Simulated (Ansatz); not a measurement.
# ZnSn4N: the cost of one run

Computed with Ansatz 0.2.0 (DFT PBE, scalar-relativistic, plane waves, PAW, unless a step's input says otherwise).

1 further run of the same task is left out (it didn't finish).

## 1. The system as given

It takes space group F-43m (No. 216, cubic). The conventional cell has a = 8.130 Å, b = 8.130 Å, c = 8.130 Å, α = 90.00°, β = 90.00°, γ = 90.00°. Zn (site symmetry -43m) has 12 Sn at 3.37 Å and 4 N at 3.52 Å as nearest neighbours. Sn (site symmetry 3m) has 6 Sn at 2.87 Å and 3 N at 3.37 Å as nearest neighbours. N (site symmetry -43m) is surrounded by 12 Sn at 3.37 Å and 4 Zn at 3.52 Å.

As a file:

```cif
data_structure
_symmetry_space_group_name_H-M 'P 1'
_symmetry_Int_Tables_number 1
_cell_length_a 5.7487
_cell_length_b 5.7487
_cell_length_c 5.7487
_cell_angle_alpha 60.000
_cell_angle_beta 60.000
_cell_angle_gamma 60.000
_cell_volume 134.33
loop_
_atom_site_label
_atom_site_type_symbol
_atom_site_fract_x
_atom_site_fract_y
_atom_site_fract_z
_atom_site_occupancy
Zn1 Zn 0.75000 0.75000 0.75000 1
Sn1 Sn 0.87509 0.37497 0.37497 1
Sn2 Sn 0.37497 0.37497 0.37497 1
Sn3 Sn 0.37497 0.87509 0.37497 1
Sn4 Sn 0.37497 0.37497 0.87509 1
N1 N 0.00000 0.00000 0.00000 1
```

A structure generator made this guess: species swapped into a database cell of CeYNi4 (F-43m, No. 216), with Zn on the Ce sites, N on the Y sites and Sn on the Ni sites. The dimensions are guesses.

## 2. A first look at the guess

Input file input.yaml:

```yaml
crystal:
  lattice:
    - [0.0, 4.06491112, 4.06491112]
    - [4.06491112, 0.0, 4.06491112]
    - [4.06491112, 4.06491112, 0.0]
  atoms:
    - { symbol: Zn, position: [0.75, 0.75, 0.75] }
    - { symbol: Sn, position: [0.87508503, 0.37497166, 0.37497166] }
    - { symbol: Sn, position: [0.37497166, 0.37497166, 0.37497166] }
    - { symbol: Sn, position: [0.37497166, 0.87508503, 0.37497166] }
    - { symbol: Sn, position: [0.37497166, 0.37497166, 0.87508503] }
    - { symbol: "N", position: [0.0, 0.0, 0.0] }
basis:
  ecutwfc: 420
kpoints:
  mp_grid: { grid: [4, 4, 4] }
hamiltonian:
  xc: pbe
scf:
  occupations: { method: gaussian, width: 0.1 }
  lower_state_search: "off"
output:
  forces: true
  stress: true
  eigenvalues: true
```

Run with:

```
$ ansatz run input.yaml --threads 1 --pin off --max-ram 2560MiB --backend cpu --events-out ev --progress --plain --runs-dir out
```

What time and memory should one allow on 1 thread of Intel Xeon at 2.70GHz, shared host?

About 5.5 s, with a peak of 0.39 GiB.
